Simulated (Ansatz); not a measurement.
**Two structures of HfN: comparison of enthalpies under pressure from a Python script**

One table from this session's results is given with a row withheld; the runs are named, their logs left out.

Computed with Ansatz 0.2.0, driven from Python. Level of theory: DFT r2SCAN, plane waves, norm-conserving potentials.

## The system

HfN P6_3/mmc: The structure is hexagonal, space group P6_3/mmc (No. 194). Conventional cell: a = 3.134 Å, b = 3.134 Å, c = 5.417 Å, α = 90.00°, β = 90.00°, γ = 120.00°. Hf (site symmetry -6m2) has 6 N at 2.26 Å as nearest neighbours. N (site symmetry -3m) is surrounded by 6 Hf at 2.26 Å.

HfN F-43m: It takes space group F-43m (No. 216, cubic). Conventional cell: a = 4.910 Å, b = 4.910 Å, c = 4.910 Å, α = 90.00°, β = 90.00°, γ = 90.00°. Hf (site symmetry -43m) has 4 N at 2.13 Å as nearest neighbours. N (site symmetry -43m) has 4 Hf at 2.13 Å as nearest neighbours.

hfn_p6_3_mmc.vasp, read by the script:

```text
HfN
1.0
   3.13390802    0.00000000    0.00000000
  -1.56695401    2.71404396    0.00000000
   0.00000000    0.00000000    5.41676772
Hf N
2 2
Direct
   0.66666667    0.33333333    0.75000000
   0.33333333    0.66666667    0.25000000
   0.00000000    0.00000000    0.00000000
   0.00000000    0.00000000    0.50000000
```

The script reads hfn_f_43m.cif:

```cif
data_HfN
_cell_length_a 3.471643
_cell_length_b 3.471643
_cell_length_c 3.471643
_cell_angle_alpha 60.00000
_cell_angle_beta 60.00000
_cell_angle_gamma 60.00000
_symmetry_space_group_name_H-M 'P 1'
_symmetry_Int_Tables_number 1
loop_
_symmetry_equiv_pos_as_xyz
'x, y, z'
loop_
_atom_site_label
_atom_site_type_symbol
_atom_site_fract_x
_atom_site_fract_y
_atom_site_fract_z
Hf1 Hf    0.000000    0.000000    0.000000
N2 N    0.750000    0.750000    0.750000
```

The first run:

Input file transition.py:

```python
"""Enthalpies of two structures of HfN under pressure."""

import warnings

import ansatz as az
from ase.io import read
import numpy as np


def solve(name, crystal, pressure=0.0):
    calc = crystal.calculation()
    calc = calc.functional(az.Functional.R2SCAN)
    calc = calc.scf(extra_bands=2, algorithm="density_mixing")
    calc = calc.pseudopotentials("nc")
    calc = calc.kpoints(spacing=0.39)
    calc = calc.occupations("cold", width=0.05)
    calc = calc.relax(force_tolerance=0.02, cell=True, pressure=pressure)
    return calc.run()


def volume_per_atom(outcome):
    return abs(np.linalg.det(outcome.lattice.cell_ang)) / len(outcome.lattice.sites)

warnings.simplefilter("ignore", az.DeckWarning)

phases = {}
atoms = read("hfn_p6_3_mmc.vasp", format="vasp")
p6_3_mmc = az.Crystal.from_ase(atoms)
phases["P6_3/mmc"] = p6_3_mmc
atoms = read("hfn_f_43m.cif")
f_43m = az.Crystal.from_ase(atoms)
phases["F-43m"] = f_43m

# enthalpy per atom at each pressure
pressures = [0, 20, 40, 60]
enthalpy, volume = {name: [] for name in phases}, {name: [] for name in phases}
for p in pressures:
    for name, crystal in phases.items():
        o = solve(name, crystal, pressure=p)
        volume[name].append(volume_per_atom(o))
        enthalpy[name].append(o.report["energy_sigma0_ev"] / len(o.lattice.sites) + p * volume[name][-1] / 160.21766)
gap = np.array(enthalpy["F-43m"]) - np.array(enthalpy["P6_3/mmc"])
rows = [(p, va, vb, 1000 * d) for p, va, vb, d in zip(pressures, volume["P6_3/mmc"], volume["F-43m"], gap)]
print("| P (GPa) | V P6_3/mmc (A^3/atom) | V F-43m (A^3/atom) | H(F-43m) - H(P6_3/mmc) (meV/atom) |")
print("| --- | --- | --- | --- |")
for row in rows:
    print(f"| {row[0]:d} | {row[1]:.3f} | {row[2]:.3f} | {row[3]:+.1f} |")
crossings = [p0 - g0 * (p1 - p0) / (g1 - g0) for p0, p1, g0, g1 in zip(pressures, pressures[1:], gap, gap[1:]) if g0 * g1 < 0]
print("crossing near", [round(float(p), 1) for p in crossings], "GPa") if crossings else print("no crossing in this range")
```

On the command line:

```console
python transition.py
```

One of the session's tables, all rows but one given; the rest of the session is left out.

It belongs to the step «What each run gave». Enthalpy H = E + pV of the second structure less the first:

| pressure (GPa) | ΔH (meV/atom) |
| --- | --- |
| 0 | 229.9 |
| 20 | 577.8 |
| 40 | ? |
| 60 | 1154.5 |

**Question.** Estimate the row for pressure (GPa) = 40.

Worked estimate for «ΔH (meV/atom)». A straight line through the neighbours (20, 577.8) and (60, 1154.5) gives 577.8 + (1154.5 − 577.8) × (40 − 20) / (60 − 20) = 866.1; a parabola fitted to 3 rows on both sides gives 886.0.

As computed: ΔH (meV/atom): 881.3. In «ΔH (meV/atom)» the line misses by -15.2 and the parabola by +4.7.

To keep in mind: Whether this is the phase that is stable at ambient conditions was not tested.
